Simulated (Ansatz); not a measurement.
# CH5ClSeSi: basis-set convergence

How large a basis does CH5ClSeSi need? Two functionals are run in growing sets.

Computed with Ansatz 0.2.0, Gaussian basis. Level: one geometry, several basis sets.

Levels to be run: PBE0-D4/def2-SVP; ωB97M-V/def2-SVP; PBE0-D4/def2-QZVPP; ωB97M-V/def2-QZVPP; the functionals' def2-TZVPP values are taken from earlier runs.

## Step 1: The geometry

All runs share one geometry, relaxed beforehand with PBE0-D4 in a triple-zeta def2 set.

SMILES `C[Se][SiH2]Cl`, 9 atoms, charge 0, spin multiplicity 1.

Atoms are counted from 1 here; the program's logs count them from 0.

Bond lengths: C1–Se2 1.958 Å, C1–H5 1.088 Å, C1–H6 1.088 Å, C1–H7 1.088 Å, Se2–Si3 2.249 Å, Si3–Cl4 2.061 Å, Si3–H8 1.480 Å, Si3–H9 1.482 Å. Angles: Se2–C1–H5 106.2°, Se2–C1–H6 110.2°, Se2–C1–H7 109.9°, H5–C1–H6 109.7°, H5–C1–H7 109.8°, H6–C1–H7 110.9°, C1–Se2–Si3 96.6°, Se2–Si3–Cl4 112.4°, Se2–Si3–H8 107.0°, Se2–Si3–H9 111.0°, Cl4–Si3–H8 108.8°, Cl4–Si3–H9 105.7°, H8–Si3–H9 112.0°.

## Step 2: PBE0-D4 in def2-SVP

File in.yaml:

```yaml
crystal:
  periodic: [false, false, false]
  atoms:
    - {symbol: C, position_ang: [0.022092, 1.268733, -0.976225]}
    - {symbol: Se, position_ang: [1.457518, 0.211903, -0.164845]}
    - {symbol: Si, position_ang: [0.127025, -1.162262, 1.018370]}
    - {symbol: Cl, position_ang: [-1.058043, -2.340248, -0.187620]}
    - {symbol: H, position_ang: [0.509412, 2.017179, -1.598121]}
    - {symbol: H, position_ang: [-0.566802, 1.759376, -0.204070]}
    - {symbol: H, position_ang: [-0.604771, 0.629282, -1.593713]}
    - {symbol: H, position_ang: [1.011261, -2.037935, 1.818557]}
    - {symbol: H, position_ang: [-0.809192, -0.392430, 1.870467]}
basis:
  gaussian: {orbitals: def2-SVP}
hamiltonian: {xc: pbe0, dispersion: d4}
output: {orbitals: {seedname: orbitals}}
```

The runs that follow: ωB97M-V in def2-SVP; PBE0-D4 in def2-QZVPP; ωB97M-V in def2-QZVPP.

Q: Predict the results of all the runs planned. Wanted: PBE0-D4: double and triple zeta above quadruple; ωB97M-V: double and triple zeta above quadruple.

**Answer**, as computed:

```
                                       quantity           value
PBE0-D4: double and triple zeta above quadruple  18.52, 2.08 eV
ωB97M-V: double and triple zeta above quadruple  18.47, 2.00 eV
```

For PBE0-D4 the step from double to triple zeta gains 16.44 eV and the next only 2.08 eV. Total energies overstate the basis error of differences, where much of it tends to cancel. The LUMO of ωB97M-V is positive and keeps falling with the basis (1.97 to 1.19 eV): an unbound level that the basis holds in place.
